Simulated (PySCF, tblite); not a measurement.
**C7H11PSi: geometry, infrared bands and NMR shifts**

Wanted: the infrared bands and NMR shifts of C7H11PSi (`CCc1ccc([SiH3])cp1`), by calculation.

Programs: tblite 0.8.0 and PySCF 2.14.0, with density-fitted response routines of our own. Each step states its level of theory. These are calculated values for one molecule in the gas phase, unless marked as measured. Atoms count from 0, in the outputs and in this text.

### Step 1. The molecule as given

20 atoms, charge 0, multiplicity 1; geometry from: force field or distance geometry start.

Bonds of the start (Å): C0–C1 1.51, C1–C2 1.48, C2–C3 1.35, C3–C4 1.36, C4–C5 1.37, C5–Si6 1.85, C5–C7 1.37, C7–P8 1.75, P8–C2 1.73, C0–H9 1.12, C0–H10 1.12, C0–H11 1.11, C1–H12 1.12, C1–H13 1.11, C3–H14 1.11, C4–H15 1.10, Si6–H16 1.46, Si6–H17 1.45, Si6–H18 1.48, C7–H19 1.08.

### Step 2. Relaxing the molecule with GFN2-xTB

Job settings and geometry (Å):

```
{"job": {"kind": "relax", "xc": "GFN2-xTB", "basis": "xTB"}, "charge": 0, "multiplicity": 1}
C     -3.190900    -0.532600    -0.979400
C     -2.573500     0.471200    -0.035600
C     -1.090600     0.448200    -0.104600
C     -0.385800    -0.385800     0.696600
C      0.961600    -0.519900     0.750400
C      1.867300     0.165500    -0.016700
Si     3.671500    -0.180400     0.219100
C      1.559200     1.120700    -0.955700
P     -0.150700     1.435900    -1.174600
H     -4.278500    -0.258400    -1.059900
H     -3.129600    -1.577500    -0.582900
H     -2.716700    -0.429600    -1.975700
H     -2.905600     1.501000    -0.325800
H     -2.970000     0.326900     0.991700
H     -0.988100    -1.011800     1.385400
H      1.375700    -1.244800     1.468700
H      3.963000    -0.627700     1.575600
H      4.519000     0.958700    -0.093400
H      4.118800    -1.266100    -0.681700
H      2.338600     1.617200    -1.514300
```

Run with:

```sh
OMP_NUM_THREADS=1 python probes_run.py task.json out
```

One launch serves the whole session: the jobs run in the order shown.

**Question.** This job is followed by: GFN2-xTB harmonic vibrations, gas phase; GIAO PBE0/pcSseg-1 NMR shielding, non-relativistic, gas phase. What will the session give for the following? strongest single infrared mode (GFN2-xTB); zero-point energy (GFN2-xTB); ¹³C shifts against TMS (PBE0/pcSseg-1); ¹H shifts against TMS (PBE0/pcSseg-1, means over atoms taken as alike); ²⁹Si shifts against TMS (PBE0/pcSseg-1); ³¹P shifts against H3PO4 (PBE0/pcSseg-1); surface potential, 1st and 99th percentile.

The runs gave:

| quantity | value |
| --- | --- |
| strongest single infrared mode (GFN2-xTB) | 788 cm⁻¹, 522 km/mol |
| zero-point energy (GFN2-xTB) | 94.8 kcal/mol |
| ¹³C shifts against TMS (PBE0/pcSseg-1) | 190.8, 174.2, 141.3, 138.3, 136.9, 38.7, 25.8 ppm |
| ¹H shifts against TMS (PBE0/pcSseg-1, means over atoms taken as alike) | 9.42, 7.98, 7.97, 4.62, 3.05, 1.32 ppm |
| ²⁹Si shifts against TMS (PBE0/pcSseg-1) | -64.4 ppm |
| ³¹P shifts against H3PO4 (PBE0/pcSseg-1) | 225.1 ppm |
| surface potential, 1st and 99th percentile | -0.68 V and 0.98 V |

In words: The optimisation took 60 steps and gained 0.616 eV; among the close pairs (by a distance rule), C5–Si6 changed most, from 1.852 to 1.891 Å. All 54 modes are real, so the xTB geometry is a minimum. GFN2-xTB is a fitted tight-binding method: band positions and strengths are rough. Its intensities can rank the bands wrongly. At PBE0/pcSseg-1: The largest span, 651 ppm, is at P8, where the paramagnetic term is -877 ppm. NICS(1)zz of -26 ppm above the planar ring from C2 marks a diatropic (aromatic) ring current. By nearest atom (PBE0/pcSseg-1), the HOMO sits on P8 35 %; C2, C4 about 18 % each and the LUMO on P8 37 %; C4 18 %.
